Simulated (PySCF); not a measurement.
# BF2HS: the cost of one run

Computed with PySCF 2.14.0; each step states its level. No surroundings beyond the atoms listed, unless a continuum is named. Atoms count from 0, parts from 1.

## 1. Starting point

Each species was relaxed by itself at PBE0-D3(BJ)/def2-SVPD.

## 2. Reaction energy: wB97M-D3(BJ)/def2-TZVPD

What the job is given:

```
{"job": {"kind": "react", "xc": "wB97M-D3(BJ)", "basis": "def2-TZVPD"}, "charge": 0, "multiplicity": 1}
-1 BClF2 charge 0 multiplicity 1
F     -0.758600    -1.114880     0.017780
B     -0.075580     0.007470     0.017190
F     -0.728120     1.147900     0.018650
Cl     1.669020    -0.016390     0.014440

-1 H2S charge 0 multiplicity 1
S     -0.005960     0.615450    -0.003580
H     -0.981640    -0.317540    -0.006260
H      0.968060    -0.319160     0.010870

+1 BF2HS charge 0 multiplicity 1
F      0.786010    -1.217060    -0.141040
B      0.201300    -0.192130     0.457860
F      0.339200    -0.071030     1.767270
S     -0.766720     1.033430    -0.441510
H     -0.585560     0.451640    -1.646970

+1 ClH charge 0 multiplicity 1
Cl     0.644660    -0.007840     0.002900
H     -0.643440     0.008990    -0.002020
```

Method: wB97M-D3(BJ)/def2-TZVPD reaction energy of separated species, gas phase.

Started as:

```console
> OMP_NUM_THREADS=1 python cluster_run.py task.json out
```

One launch serves the whole session: the jobs run in the order shown.

**Question.** How long does this first job take on 1 thread of Arm Neoverse N1, shared host, and how much memory does it need?

About 29 s, with a peak of 0.58 GiB.
